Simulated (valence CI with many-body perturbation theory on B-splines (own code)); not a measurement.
# Pm: the cost of one run

Program: an in-house CI+MBPT code version 3. Level of theory: configuration interaction of the valence electrons, many-body perturbation theory for a frozen closed Dirac-Fock core, no-pair Dirac Hamiltonian, B-spline basis. These are calculated values, not measurements, unless marked.

### 1 Starting point

| Quantity | Value |
| --- | --- |
| element | promethium (Z = 61, A = 145) |
| charge | +30 |
| frozen core | [Ar] 3d10 |
| start configuration of the valence electrons | 4s2 4p1 |
| nuclear rms radius | 4.9620 fm |

### 2 The calculation

Input settings:

```ini
atom Pm  Z=61  mass_number=145  rms_radius_fm=4.9620
core [Ar] 3d10
valence 4s2 4p1
avg = 1
basis = L
breit = 1
cap = 40000
capref = 1200
cscale = 1
de = 0.0
dress = 0
eps = 2e-08
h = 0.27
hh = 1
l2 = 3
lcore = 6
maxit = 60
n2 = 5
natural = 1
nlev = 60
nno = [7, 7, 6, 5, 4, 2, 1]
nroot = 26
nsp = [4, 4, 3, 2, 1, 0, 0]
pt2 = 1
qed = 1
rpa = 1
s1 = 1
s2 = 1
s3 = 1
screen = 1
tol = 2e-05
```

Run with:

```console
$ python run_cv.py task.json out
```

task.json holds these settings.

What time and memory should one allow on 1 thread of AMD EPYC 9R14 (Zen 4), shared host?

About 89 s, with a peak of 0.67 GiB.
